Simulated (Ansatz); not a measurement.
# CH4GeO2 (SMILES O=C[O][GeH3]): B3LYP/def2-SVP

Aim: the energy change on altering one bond length of CH4GeO2 at B3LYP/def2-SVP, from 2 runs. 

The calculation is run with Ansatz 0.2.0.

53 further runs of the same task are left out: 53 set aside as unsound or not needed. Runs told in other sessions of the task aren't counted.

### 1 The system as given

The species is CH4GeO2 (8 atoms), meant as a singlet with charge 0. SMILES: `O=C[O][GeH3]`. The shape is that of a PBE0-D4/def2-TZVP optimisation. This is one conformer, not always the lowest.

Bond lengths: O1–C2 1.203 Å, C2–O3 1.318 Å, O3–Ge4 1.840 Å, C2–H5 1.101 Å, Ge4–H6 1.528 Å, Ge4–H7 1.528 Å, Ge4–H8 1.531 Å. Angles: O1–C2–O3 124.7°, C2–O3–Ge4 113.7°, O1–C2–H5 123.7°, O3–C2–H5 111.6°, O3–Ge4–H6 108.6°, O3–Ge4–H7 108.6°, O3–Ge4–H8 100.3°, H6–Ge4–H7 113.7°, H6–Ge4–H8 112.4°, H7–Ge4–H8 112.4°.

### 2 The energy at B3LYP/def2-SVP

Input file run.yaml:

```yaml
crystal:
  periodic: [false, false, false]
  atoms:
    - symbol: O
      position_ang: [1.249800, -0.737800, 1.111600]
    - symbol: C
      position_ang: [1.395900, 0.277800, 0.484100]
    - symbol: O
      position_ang: [0.493200, 0.797800, -0.322800]
    - symbol: Ge
      position_ang: [-1.061900, -0.180000, -0.421000]
    - symbol: H
      position_ang: [2.310300, 0.889700, 0.516800]
    - symbol: H
      position_ang: [-1.700900, -0.218500, 0.966900]
    - symbol: H
      position_ang: [-0.732900, -1.562300, -0.983900]
    - symbol: H
      position_ang: [-1.861500, 0.676100, -1.407500]
basis:
  gaussian:
    orbitals: def2-SVP
hamiltonian:
  xc: {name: B3LYP}
accuracy: high
output: {orbitals: {seedname: orbitals}}
```

Started as:

```sh
$ ansatz run run.yaml --threads 1 --pin off --max-ram 2610MiB --events-out events.jsonl --progress --plain --runs-dir runs
```

Output:

```text
Warning: RAYON_NUM_THREADS=1 ignored (pool sized by the plan → 1); use --threads N
Functional definition: B3LYP
  name "B3LYP"
  parameter a0 = 0.2
  parameter ax = 0.72
  parameter ac = 0.81
  exchange = (1 - a0 - ax)*slater_x + ax*b88_x + a0*exact_x
  correlation = (1 - ac)*vwn_rpa_c + ac*lyp_c
2075 factors; integrals over basis functions are off by at most 4.6e-9 eV
mean field evaluation 1: about -61700.1715 eV, gradient 5.4e1 eV
mean field evaluation 2: about -61691.4447 eV, gradient 8.7e1 eV
mean field evaluation 4: about -61704.8734 eV, gradient 7.0e0 eV
mean field evaluation 8: about -61705.1070 eV, gradient 7.4e-1 eV
mean field evaluation 16: about -61705.1081 eV, gradient 8.2e-5 eV
mean field -61705.10814507 eV, -2267.6208991066 hartree, gradient 7.6e-8 eV, S^2 0.000000; 0 other end points of the search recorded, 0 dependent functions left out
reference -61705.10818403 eV, -2267.6209005385 hartree; 29, 29 occupied and 65, 65 virtual orbitals, 2075 factors
Total energy: -61705.10818403 eV, -2267.6209005385 hartree
```

Wall time 8.1 s (1 thread of Arm Neoverse V2, shared host); peak memory 0.34 GiB.

### 3 The distorted shape

Input file job.yaml:

```yaml
crystal:
  periodic: [false, false, false]
  atoms:
    - {symbol: O, position_ang: [2.493920, 0.044465, 1.190163]}
    - {symbol: C, position_ang: [2.640020, 1.060065, 0.562663]}
    - {symbol: O, position_ang: [1.737320, 1.580065, -0.244237]}
    - {symbol: Ge, position_ang: [-1.061900, -0.180000, -0.421000]}
    - {symbol: H, position_ang: [3.554420, 1.671965, 0.595363]}
    - {symbol: H, position_ang: [-1.700900, -0.218500, 0.966900]}
    - {symbol: H, position_ang: [-0.732900, -1.562300, -0.983900]}
    - {symbol: H, position_ang: [-1.861500, 0.676100, -1.407500]}
basis:
  gaussian: {orbitals: def2-SVP}
output: {orbitals: {seedname: orbitals}}
hamiltonian: {xc: {name: B3LYP}}
accuracy: high
```

Started as:

```sh
$ ansatz run job.yaml --threads 1 --pin off --max-ram 2610MiB --events-out events.jsonl --progress --plain --runs-dir runs
```

Output, cut to the lines that bear on the results:

```text
Warning: RAYON_NUM_THREADS=1 ignored (pool sized by the plan → 1); use --threads N
[... 7 set-up lines as earlier in the session ...]
1982 factors; integrals over basis functions are off by at most 2.4e-8 eV
mean field evaluation 1: about -61692.9583 eV, gradient 6.3e1 eV
mean field evaluation 2: about -61457.1957 eV, gradient 1.9e2 eV
mean field evaluation 4: about -61698.0762 eV, gradient 4.0e1 eV
mean field evaluation 8: about -61701.3928 eV, gradient 6.4e-1 eV
mean field evaluation 16: about -61701.5372 eV, gradient 1.1e-2 eV
mean field -61701.53722234 eV, -2267.4896701169 hartree, gradient 6.4e-8 eV, S^2 0.000000; 0 other end points of the search recorded, 0 dependent functions left out
reference -61701.53726573 eV, -2267.4896717114 hartree; 29, 29 occupied and 65, 65 virtual orbitals, 1982 factors
Total energy: -61701.53726573 eV, -2267.4896717114 hartree
```

Wall time 7.5 s (1 thread of Arm Neoverse V2, shared host); peak memory 0.32 GiB.

### 4 Results

Level: B3LYP/def2-SVP.

| quantity | value |
| --- | --- |
| first shape: total energy | -2267.62090 Eh |
| first shape: HOMO energy | -7.91 eV |
| first shape: LUMO energy | -0.05 eV |
| first shape: HOMO–LUMO gap | 7.85 eV |
| distorted shape: total energy | -2267.48967 Eh |
| distorted shape: HOMO energy | -6.52 eV |
| distorted shape: LUMO energy | -4.68 eV |
| distorted shape: HOMO–LUMO gap | 1.83 eV |
| energy change with the O3–Ge4 bond stretched from 1.840 to 3.311 Å | 3.571 eV |

In words: One bond (distorted shape) is far stretched, which a spin-restricted single reference describes badly; a broken-symmetry solution may lie lower. With the O3–Ge4 bond stretched from 1.840 to 3.311 Å the energy rises by 3.57 eV (82 kcal/mol). The first shape isn't relaxed at this level, so the change isn't measured from a minimum. A restricted reference can't describe the breaking bond well at this length.
